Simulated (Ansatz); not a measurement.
# YB4Os3: a short molecular-dynamics run

What does YB4Os3 do over 20 steps of 0.5 fs at constant energy, with velocities drawn for 600 K? The cell is a randomly packed cell of 16 atoms, taken as it stands, without a relaxation.

Method: DFT PBE, plane waves, PAW, scalar-relativistic, no spin polarisation, in Ansatz 0.2.0.

**1. The system as given**

The cell holds 16 atoms (B8Os6Y2): a = 5.345 Å, b = 6.262 Å, c = 6.183 Å, α = 75.98°, β = 87.18°, γ = 80.46°.

As a file:

```xyz
16
Lattice="5.3098 0.4058 0.4555 0.4448 6.0346 1.6118 -0.2173 -0.0797 6.1788" Properties=species:S:1:pos:R:3 pbc="T T T"
B     1.2946    4.4877    4.7569
B     2.8039    0.9246    2.8682
Os    5.2169    4.5278    6.8328
Os    4.4509    0.3695    1.6048
Os    5.0040    3.9708    4.1235
Os    1.5662    4.5486    2.1907
B     2.7116    3.4759    4.2162
B     5.0177    3.0500    2.1093
Y     0.6115    0.9209    3.9574
Y     1.5643    1.2883    0.7754
B     3.2589    5.0107    3.3976
B     3.8191    2.3603    3.2888
B     3.5873    5.8957    7.5584
B     2.0573    2.5504    2.8128
Os    3.6452    2.2519    5.7552
Os    3.1697    5.1095    5.5719
```

**2. The run**

Contents of input.yaml:

```yaml
crystal:
  lattice:
    - [5.309759, 0.405812, 0.455538]
    - [0.444766, 6.034583, 1.611798]
    - [-0.217268, -0.079749, 6.178824]
  atoms:
    - { symbol: B, position: [0.205078, 0.737299, 0.562421] }
    - { symbol: B, position: [0.533873, 0.122499, 0.392878] }
    - { symbol: Os, position: [0.959045, 0.697097, 0.853292] }
    - { symbol: Os, position: [0.845676, 0.006938, 0.195574] }
    - { symbol: Os, position: [0.910064, 0.602668, 0.443052] }
    - { symbol: Os, position: [0.238906, 0.739586, 0.14401] }
    - { symbol: B, position: [0.485198, 0.55002, 0.50312] }
    - { symbol: B, position: [0.91408, 0.446041, 0.157624] }
    - { symbol: "Y", position: [0.126646, 0.151904, 0.59152] }
    - { symbol: "Y", position: [0.280441, 0.195345, 0.053865] }
    - { symbol: B, position: [0.55934, 0.796694, 0.300823] }
    - { symbol: B, position: [0.705972, 0.348794, 0.389228] }
    - { symbol: B, position: [0.634353, 0.946608, 0.929572] }
    - { symbol: B, position: [0.366997, 0.402229, 0.323243] }
    - { symbol: Os, position: [0.690693, 0.337189, 0.79256] }
    - { symbol: Os, position: [0.554947, 0.817936, 0.647488] }
kpoints:
  mp_grid: { grid: [3, 3, 3] }
magnetization:
  spin_polarized: false
scf:
  occupations: { method: cold, width: 0.15 }
hamiltonian:
  pseudopotentials: { kind: paw }
  xc: pbe
basis:
  ecutwfc: 420
md:
  timestep: 0.5
  n_steps: 20
  ensemble: nve
  temperature: 600.0
  initial_velocities: maxwell_boltzmann
  seed: 893396
```

Launch:

```sh
ansatz run input.yaml --threads 2 --pin off --max-ram 2560MiB --backend cpu --events-out ev --progress --plain --runs-dir out
```

What it wrote, shortened:

```text
Warning: md: disabling space-group detection — thermal motion breaks the input geometry's symmetry, so no spatial operation reduces the k-mesh or symmetrises the density; time reversal is kept, so that k and −k are solved as one point where they differ and the mesh holds both, and exact [...]
Warning: RAYON_NUM_THREADS=2 ignored (pool sized by the plan → 2); use --threads N
[...]
Pseudopotentials: kind: paw
Pseudopotential: B, paw, valence charge 3, recommended cutoff 420 eV (normal), B.paw.azcp
Pseudopotential: Os, paw, valence charge 16, recommended cutoff 420 eV (normal), Os.paw.azcp
Pseudopotential: Y, paw, valence charge 11, recommended cutoff 420 eV (normal), Y.paw.azcp
Functional definition: PBE
[...]
Crystal: 16 atoms, lattice volume = 197.989 Å³
Basis set: ecut = 420 eV, 3859 PW (Γ), exchange–correlation on 72×90×90 points (8 copies of the dense FFT grid, shifted against one another)
Bands: 87, of which v1, the nominal top of the filled ones, is band 71 counted from 1 (70 counted from 0)
Symmetry: 1 space group operations
k-points: 14 of 27 (time reversal used)
[...]
SCF iter   1: F=—  HF=-77243.601872 eV  |F-HF|=—  |Δ(HF+E_count)|=         —  Δρ=1.11e-2  dr2=2.50e-1  ethr=1.77e-3  ⟨swp⟩=6.1  Hψ=4412  notcnv=0
[...]
md step     0: t =     0.00 fs  T =   600.0 K  F+E_penalty+E_count = -77243.57364537 eV  E_kin = 1.163340 eV  conserved = -77242.41030538 eV  (8 SCF iters)
[...]
md step     4: t =     2.00 fs  T =   634.4 K  F+E_penalty+E_count = -77243.64035474 eV  E_kin = 1.230028 eV  conserved = -77242.41032634 eV  (6 SCF iters)
[...]
md step     5: t =     2.50 fs  T =   643.6 K  F+E_penalty+E_count = -77243.65824596 eV  E_kin = 1.247913 eV  conserved = -77242.41033267 eV  (2 SCF iters)
[...]
SCF iter   2: F=—  HF=-77243.676440 eV  |F-HF|=—  |Δ(HF+E_count)|=   7.60e-9  S|Δr|=    0.00e0  Δρ=3.50e-6  dr2=2.51e-8  ethr=5.43e-11  ⟨swp⟩=1.0  Hψ=1414  notcnv=0  defer=25
```

**3. The output, continued**

Output, continued, shortened:

```text
SCF iter   3: F=-77243.676440 eV  HF=-77243.676440 eV  |F-HF|=1.16e-10  |Δ(HF+E_count)|=   4.26e-9  S|Δr|=    0.00e0  Δρ=3.35e-7  dr2=2.37e-10  ethr=1.13e-11  ⟨swp⟩=4.0  Hψ=3723  notcnv=0
[...]
md step     6: t =     3.00 fs  T =   653.0 K  F+E_penalty+E_count = -77243.67643976 eV  E_kin = 1.266100 eV  conserved = -77242.41033937 eV  (3 SCF iters)
[...]
md step     9: t =     4.50 fs  T =   681.6 K  F+E_penalty+E_count = -77243.73182440 eV  E_kin = 1.321463 eV  conserved = -77242.41036122 eV  (2 SCF iters)
[...]
md step    12: t =     6.00 fs  T =   709.6 K  F+E_penalty+E_count = -77243.78631097 eV  E_kin = 1.375931 eV  conserved = -77242.41037985 eV  (2 SCF iters)
[...]
md step    15: t =     7.50 fs  T =   736.2 K  F+E_penalty+E_count = -77243.83778244 eV  E_kin = 1.427395 eV  conserved = -77242.41038729 eV  (2 SCF iters)
[...]
Free energy (F): -77243.916866 eV
[...]
E sigma→0 (E₀):  -77243.918757 eV
Entropy (-TS):   0.005675 eV (0.355 meV/atom)
Fermi energy:    16.811290 eV
[...]
--- Forces (eV/Å), atoms counted from 1 ---
  atom   1  B      0.01083755     0.63634936     0.55936689
  atom   2  B     -0.46496425    -0.75845932     1.07775680
  atom   3  Os     0.48648019    -1.78101347     1.16758241
  atom   4  Os    -0.80893596     2.50530356    -1.05304681
  atom   5  Os    -0.12543330    -1.32236246    -0.81847395
  atom   6  Os     2.30368769    -0.95151275     0.12508976
  atom   7  B      0.56535159    -0.70056923    -0.89279737
  atom   8  B     -0.36050706    -0.05783523    -0.68113447
[...]
--- MD trajectory: 20 steps, t = 0.0 → 10.0 fs ---
  final state: T = 777.0 K   F+E_penalty+E_count = -77243.91686574 eV   E_kin = 1.506510 eV
  conserved energy: peak-to-peak 8.191e-5 eV (5.120e-6 eV/atom) over 10.0 fs
```

It took 2.8 min on 2 threads of Arm Neoverse V1, shared host; peak memory 0.69 GiB.

**4. Frames and traces**

The trajectory, every 2 steps (energies from step 0); msd is the mean square displacement from the start, the centre of mass held:

```tsv
time (fs)	T (K)	potential energy change (meV/atom)	total energy change (meV/atom)	msd B (Å²)	msd Y (Å²)	msd Os (Å²)
0.0	600	0.0	0.00	0.000	0.000	0.000
1.0	617	-2.0	0.00	0.000	0.000	0.000
2.0	634	-4.2	0.00	0.001	0.000	0.000
3.0	653	-6.4	0.00	0.001	0.000	0.000
4.0	672	-8.7	0.00	0.002	0.000	0.000
5.0	691	-11.0	0.00	0.004	0.000	0.000
6.0	710	-13.3	0.00	0.005	0.001	0.000
7.0	728	-15.5	-0.01	0.007	0.001	0.000
8.0	745	-17.5	-0.01	0.010	0.001	0.000
9.0	761	-19.5	0.00	0.012	0.001	0.001
10.0	777	-21.5	0.00	0.015	0.002	0.001
```

time (fs), T (K) and a bar:
```
      0.0        600 
      0.5        608 #
      1.0        617 ###
      1.5        625 ####
      2.0        634 ######
      2.5        644 #######
      3.0        653 #########
      3.5        662 ###########
      4.0        672 ############
      4.5        682 ##############
      5.0        691 ###############
      5.5        700 #################
      6.0        710 ###################
      6.5        719 ####################
      7.0        728 ######################
      7.5        736 #######################
      8.0        745 #########################
      8.5        753 ##########################
      9.0        761 ###########################
      9.5        769 #############################
     10.0        777 ##############################
```

Pair distribution over the second half of the run:

```tsv
r (Å)	g B–B	g B–Os	g Os–Os
0.68	0.00	0.00	0.00
0.84	0.00	0.00	0.00
1.00	0.00	0.00	0.00
1.16	0.00	0.00	0.00
1.32	0.00	0.00	0.00
1.48	0.00	0.00	0.00
1.64	2.23	0.00	0.00
1.80	5.78	0.00	0.00
1.96	0.90	0.18	0.00
2.12	0.59	4.84	0.00
2.28	0.84	2.97	0.00
2.44	0.13	0.89	2.14
```

First peaks of g(r) (not always the tallest), and, where a minimum follows, the mean number of second-named atoms round a first-named one up to the next minimum:

```tsv
pair	peak (Å)	height	minimum (Å)	neighbours
B–B	1.80	5.8	-	-
B–Os	2.20	5.2	-	-
```

**5. Positions and forces**

Positions (Å) and forces (eV/Å):

```xyz
16
Lattice="5.310 0.406 0.456 0.445 6.035 1.612 -0.217 -0.080 6.179" Properties=species:S:1:pos:R:3:forces:R:3 pbc="T T T" time_fs=1.5 T=625 dE=-0.0492
B     1.285    4.482    4.749   -0.512   -0.123    0.218
B     2.800    0.934    2.850    0.821    0.671    0.771
Os    5.214    4.528    6.833    0.406   -1.423    0.611
Os    4.454    0.372    1.607   -1.589    2.315   -0.905
Os    5.001    3.968    4.127    0.028   -0.949    0.183
Os    1.569    4.546    2.188    2.493   -1.421    0.114
B     2.702    3.498    4.218   -0.153   -0.501   -0.713
B     5.001    3.036    2.112   -0.681    0.056   -0.411
Y     0.610    0.920    3.963   -1.494   -1.517    0.843
Y     1.567    1.287    0.772    0.273    1.487   -1.240
B     3.273    5.012    3.394    0.150    1.817   -1.177
B     3.807    2.344    3.288   -0.502   -0.712    0.168
B     3.576    5.888    7.555    1.413   -0.060   -0.084
B     2.058    2.555    2.824    0.528    0.205    0.496
Os    3.648    2.254    5.753    1.320   -0.142    0.249
Os    3.169    5.111    5.572   -2.498    0.297    0.880
16
Lattice="5.310 0.406 0.456 0.445 6.035 1.612 -0.217 -0.080 6.179" Properties=species:S:1:pos:R:3:forces:R:3 pbc="T T T" time_fs=3.5 T=662 dE=-0.1212
B     1.270    4.474    4.740   -0.444    0.083    0.339
B     2.797    0.948    2.829    0.602    0.422    0.958
Os    5.211    4.528    6.832    0.427   -1.501    0.775
Os    4.458    0.376    1.609   -1.494    2.309   -0.950
Os    4.997    3.965    4.131    0.035   -1.097   -0.022
Os    1.572    4.542    2.184    2.489   -1.326    0.092
B     2.690    3.527    4.218    0.030   -0.699   -0.813
B     4.977    3.017    2.114   -0.615    0.041   -0.512
Y     0.607    0.919    3.970   -1.398   -1.557    0.732
Y     1.572    1.285    0.767    0.164    1.642   -1.117
B     3.292    5.020    3.386   -0.016    1.726   -1.232
B     3.788    2.320    3.288   -0.252   -0.376    0.363
B     3.566    5.878    7.549    1.471   -0.057    0.060
B     2.061    2.562    2.841    0.381    0.133    0.312
Os    3.653    2.257    5.751    1.212   -0.117    0.275
Os    3.168    5.113    5.573   -2.592    0.373    0.741
16
Lattice="5.310 0.406 0.456 0.445 6.035 1.612 -0.217 -0.080 6.179" Properties=species:S:1:pos:R:3:forces:R:3 pbc="T T T" time_fs=5.0 T=691 dE=-0.1766
B     1.258    4.468    4.733   -0.373    0.232    0.418
B     2.797    0.960    2.815    0.394    0.195    1.058
Os    5.209    4.528    6.832    0.443   -1.563    0.887
Os    4.461    0.379    1.610   -1.385    2.324   -0.982
Os    4.993    3.962    4.134    0.019   -1.191   -0.190
Os    1.575    4.539    2.181    2.469   -1.246    0.086
B     2.681    3.547    4.216    0.167   -0.786   -0.872
B     4.957    3.003    2.114   -0.564    0.024   -0.572
Y     0.604    0.918    3.976   -1.325   -1.577    0.637
Y     1.575    1.284    0.762    0.092    1.747   -1.017
B     3.306    5.031    3.377   -0.154    1.594   -1.226
B     3.774    2.302    3.289    0.006   -0.090    0.515
B     3.562    5.871    7.545    1.490   -0.046    0.161
B     2.064    2.568    2.854    0.246    0.074    0.166
Os    3.656    2.259    5.749    1.129   -0.099    0.310
Os    3.166    5.114    5.574   -2.655    0.410    0.619
16
Lattice="5.310 0.406 0.456 0.445 6.035 1.612 -0.217 -0.080 6.179" Properties=species:S:1:pos:R:3:forces:R:3 pbc="T T T" time_fs=6.5 T=719 dE=-0.2302
B     1.246    4.463    4.728   -0.282    0.371    0.482
B     2.797    0.972    2.804    0.154   -0.068    1.116
Os    5.206    4.527    6.832    0.457   -1.626    0.988
Os    4.463    0.382    1.611   -1.244    2.357   -1.010
Os    4.990    3.960    4.137   -0.012   -1.263   -0.369
Os    1.578    4.536    2.178    2.434   -1.161    0.089
B     2.671    3.565    4.212    0.299   -0.819   -0.911
B     4.936    2.989    2.113   -0.509    0.002   -0.619
Y     0.601    0.916    3.982   -1.254   -1.588    0.535
Y     1.578    1.284    0.758    0.031    1.839   -0.911
B     3.320    5.044    3.366   -0.301    1.409   -1.182
B     3.760    2.283    3.290    0.311    0.220    0.675
B     3.561    5.863    7.542    1.487   -0.029    0.255
B     2.067    2.573    2.868    0.095    0.011    0.015
Os    3.660    2.261    5.747    1.047   -0.083    0.358
Os    3.165    5.116    5.575   -2.712    0.429    0.488
16
Lattice="5.310 0.406 0.456 0.445 6.035 1.612 -0.217 -0.080 6.179" Properties=species:S:1:pos:R:3:forces:R:3 pbc="T T T" time_fs=8.5 T=753 dE=-0.2965
B     1.228    4.457    4.722   -0.128    0.535    0.540
B     2.798    0.988    2.792   -0.200   -0.458    1.121
Os    5.203    4.527    6.833    0.474   -1.713    1.101
Os    4.466    0.387    1.613   -1.011    2.430   -1.040
Os    4.986    3.956    4.141   -0.072   -1.317   -0.622
Os    1.583    4.532    2.174    2.368   -1.043    0.105
B     2.660    3.587    4.205    0.460   -0.782   -0.921
B     4.907    2.970    2.110   -0.428   -0.031   -0.662
Y     0.597    0.914    3.990   -1.163   -1.588    0.395
Y     1.583    1.284    0.752   -0.035    1.939   -0.767
B     3.337    5.066    3.347   -0.509    1.087   -1.071
B     3.742    2.258    3.295    0.758    0.652    0.897
B     3.564    5.853    7.538    1.447    0.005    0.365
B     2.072    2.581    2.886   -0.122   -0.081   -0.189
Os    3.665    2.264    5.744    0.937   -0.067    0.439
Os    3.162    5.118    5.576   -2.776    0.432    0.308
16
Lattice="5.310 0.406 0.456 0.445 6.035 1.612 -0.217 -0.080 6.179" Properties=species:S:1:pos:R:3:forces:R:3 pbc="T T T" time_fs=10.0 T=777 dE=-0.3432
B     1.214    4.454    4.718    0.011    0.636    0.559
B     2.798    0.999    2.785   -0.465   -0.758    1.078
Os    5.201    4.526    6.833    0.486   -1.781    1.168
Os    4.468    0.391    1.614   -0.809    2.505   -1.053
Os    4.983    3.952    4.144   -0.125   -1.322   -0.818
Os    1.587    4.528    2.171    2.304   -0.952    0.125
B     2.653    3.601    4.197    0.565   -0.701   -0.893
B     4.884    2.956    2.106   -0.361   -0.058   -0.681
Y     0.594    0.911    3.997   -1.099   -1.579    0.290
Y     1.586    1.285    0.747   -0.072    1.997   -0.660
B     3.349    5.085    3.331   -0.668    0.802   -0.956
B     3.730    2.241    3.300    1.084    0.966    1.063
B     3.570    5.845    7.536    1.390    0.039    0.432
B     2.075    2.586    2.899   -0.282   -0.158   -0.342
Os    3.668    2.266    5.743    0.856   -0.059    0.510
Os    3.160    5.120    5.577   -2.815    0.422    0.179
```

**6. Outcome**

| quantity | value |
| --- | --- |
| length | 20 steps of 0.5 fs |
| temperature, first and last step | 600 and 777 K |
| temperature, second half | mean 735 K, from 691 to 777 K |
| potential energy, second half | -16 meV/atom from the start |
| largest change of the total energy | 0.01 meV/atom |
| mean square displacement, second half | B 0.009, Y 0.001, Os 0.000 Å² |

The temperature starts at 600 K and averages 735 K in the second half, where it still rises, from 691 to 777 K; the start was no minimum (force components up to 2.5 eV/Å), and the potential energy that it sheds (16 meV/atom) turns into motion. The total energy strays from its start by at most 0.01 meV/atom, under 0.1 % of the mean kinetic energy, so a step of 0.5 fs is short enough over this time. Over the second half B atoms stand 0.1 Å (root mean square) from where they began, and the farthest move is 0.2 Å. 10 fs on 16 atoms is far too short and small for converged averages.
